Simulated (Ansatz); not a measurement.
# Chromium, hcp: r²SCAN0 after r²SCAN

How do the levels and moments change when part of the exchange is made exact, and what does it cost? The geometry was relaxed under r²SCAN beforehand and is kept. Exact exchange is dear, so the k-mesh is coarse, and r²SCAN is run on the same mesh for comparison.

Computed with Ansatz 0.2.0 (DFT, plane waves (500 eV) with PBE-made PAW files, scalar-relativistic; functionals as named at each step, unless a step says otherwise).

## Step 1: The starting structure

It takes space group P6_3/mmc (No. 194, hexagonal). Conventional cell: a = 2.935 Å, b = 2.935 Å, c = 3.987 Å, α = 90.00°, β = 90.00°, γ = 120.00°. Around Cr (site symmetry -6m2) lie 12 Cr at 2.62 to 2.93 Å.

Structure file:

```
CELL_PARAMETERS angstrom
2.93454 0.00000 0.00000
-1.46727 2.54139 0.00000
0.00000 0.00000 3.98696
ATOMIC_POSITIONS crystal
Cr 0.33333 0.66667 0.25000
Cr 0.66667 0.33333 0.75000
```

Starting moments (μB): +3.1, -3.1.

## Step 2: r²SCAN, coarse mesh

The run with r²SCAN.

input.yaml

```yaml
crystal:
  lattice:
    - [2.9345442942, 0.0, 0.0]
    - [-1.4672721471, 2.5413899073, 0.0]
    - [0.0, 0.0, 3.986956779]
  atoms:
    - { symbol: Cr, position: [0.3333333333, 0.6666666667, 0.25], spin: 3.096 }
    - { symbol: Cr, position: [0.6666666667, 0.3333333333, 0.75], spin: -3.096 }
hamiltonian:
  xc: r2scan
  pseudopotentials:
    kind: paw
    azcp:
      Cr: "pseudopotentials/Cr.paw.azcp"
basis:
  ecutwfc: 500
  fft_grid_basis: typed
kpoints:
  mp_grid: { grid: [6, 6, 4], shift: [0, 0, 0] }
magnetization:
  spin_polarized: true
scf:
  occupations: { method: fermi_dirac, width: 0.1 }
```

Started as:

```console
$ ansatz run input.yaml --threads 4 --pin off --max-ram 8192MiB --backend cpu --events-out ev --progress --plain --runs-dir out
```

## Step 3: r²SCAN0, coarse mesh

The run with r²SCAN0.

Edit input.yaml of step 2 so:

```diff
@@ -9,3 +9,3 @@
 hamiltonian:
-  xc: r2scan
+  xc: r2scan0
   pseudopotentials:
@@ -23 +23,6 @@
   occupations: { method: fermi_dirac, width: 0.1 }
+output:
+  write_density: true
+  write_potential: true
+  elf: true
+  volumetric_format: npy
```

(Steps that only read results are left out.)

What does the calculation give? Wanted: r²SCAN: gap; r²SCAN: magnetic state; r²SCAN0: gap; r²SCAN0: magnetic state.

**Answer**, as computed:

```
                             quantity                                      value
                          r²SCAN: gap               none (levels filled in part)
               r²SCAN: magnetic state  antiferromagnetic, up to 3.09 μB per atom
                         r²SCAN0: gap               none (levels filled in part)
              r²SCAN0: magnetic state      ferrimagnetic, up to 3.73 μB per atom
  r²SCAN0: SCF cycles, exchange loops                                      14, 2
r²SCAN0: CPU time over that of r²SCAN                                         27
```

What this shows: Neither r²SCAN nor r²SCAN0 shows a clean gap on this mesh. Moments change from 3.09 μB to 3.73 μB at most; exact exchange favours larger moments in itinerant magnets. The hybrid took 27 times as much CPU time as r²SCAN on the same settings. r²SCAN0 needed 2 outer loops of the exchange operator. The total energies in the logs cannot be compared from one functional to another.
